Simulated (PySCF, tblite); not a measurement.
**C8H11NP+: geometry, infrared bands and NMR shifts**

Aim: predict the infrared bands and NMR shifts of C8H11NP+ (`C1=CC[PH+](n2cccc2)C1`).

Programs: tblite 0.8.0 and PySCF 2.14.0, with density-fitted response routines of our own. Each step states its level of theory. These are calculated values for one molecule in the gas phase, unless marked as measured. Atoms are numbered from 0 throughout.

## Step 1: The starting structure

21 atoms, charge 1, multiplicity 1; geometry from: force field or distance geometry start.

Bonds of the start (Å): C0–C1 1.33, C1–C2 1.51, C2–P3 1.81, P3–N4 1.72, N4–C5 1.38, C5–C6 1.38, C6–C7 1.41, C7–C8 1.38, P3–C9 1.80, C9–C0 1.48, C8–N4 1.39, C0–H10 1.09, C1–H11 1.09, C2–H12 1.09, C2–H13 1.09, P3–H14 1.40, C5–H15 1.08, C6–H16 1.09, C7–H17 1.08, C8–H18 1.07, C9–H19 1.09, C9–H20 1.10.

## Step 2: Optimising the geometry with GFN2-xTB

Job settings and geometry (Å):

```
{"job": {"kind": "relax", "xc": "GFN2-xTB", "basis": "xTB"}, "charge": 1, "multiplicity": 1}
C     -2.345700     0.859800    -0.453700
C     -2.557300    -0.042400     0.501100
C     -1.575600    -1.185800     0.606200
P     -0.369000    -0.783900    -0.683000
N      1.023100    -0.227300     0.153300
C      1.102000     0.769500     1.100100
C      2.416100     0.913300     1.500200
C      3.183300    -0.022300     0.780100
C      2.312400    -0.710200    -0.043500
C     -1.185800     0.668300    -1.354500
H     -3.018100     1.710100    -0.589600
H     -3.387200     0.017100     1.206000
H     -1.140300    -1.246200     1.606800
H     -2.080400    -2.127600     0.368700
H     -0.054600    -1.815200    -1.581800
H      0.210100     1.294500     1.425100
H      2.779500     1.616600     2.245500
H      4.243700    -0.196400     0.840700
H      2.479300    -1.497600    -0.752500
H     -1.514000     0.471400    -2.373400
H     -0.530400     1.551100    -1.357200
```

On the command line:

```sh
$ OMP_NUM_THREADS=1 python probes_run.py task.json out
```

One launch serves the whole session: the jobs run in the order shown.

**Question.** This job is followed by: GFN2-xTB harmonic vibrations, gas phase; GIAO PBE0/pcSseg-1 NMR shielding, non-relativistic, gas phase. Predict these results of the whole session: strongest single infrared mode (GFN2-xTB); zero-point energy (GFN2-xTB); 13C shifts against TMS (PBE0/pcSseg-1, means over atoms taken as alike); 1H shifts against TMS (PBE0/pcSseg-1, means over atoms taken as alike); 31P shifts against H3PO4 (PBE0/pcSseg-1); 15N shifts against NH3 (PBE0/pcSseg-1).

The runs gave:

```
                                                               quantity                                   value
                              strongest single infrared mode (GFN2-xTB)                   1218 cm⁻¹, 333 km/mol
                                           zero-point energy (GFN2-xTB)                          104.1 kcal/mol
13C shifts against TMS (PBE0/pcSseg-1, means over atoms taken as alike)           135.3, 129.6, 126.5, 37.3 ppm
 1H shifts against TMS (PBE0/pcSseg-1, means over atoms taken as alike)  7.53, 7.41, 6.80, 6.72, 3.80, 3.69 ppm
                               31P shifts against H3PO4 (PBE0/pcSseg-1)                                29.6 ppm
                                 15N shifts against NH3 (PBE0/pcSseg-1)                               144.0 ppm
```

In words: The optimisation took 41 steps and gained 0.271 eV; among the close pairs (by a distance rule), P3–N4 changed most, from 1.717 to 1.650 Å. No mode is imaginary among the 57: a minimum at this level. The strongest single mode, at 1218 cm⁻¹, has its largest shares on N4, C7 and C6 (the list is cut at 3 atoms). GFN2-xTB is a fitted tight-binding method: band positions and strengths are rough. Its intensities can rank the bands wrongly. NICS(1)zz of -26 ppm above the planar ring from N4 marks a diatropic (aromatic) ring current.
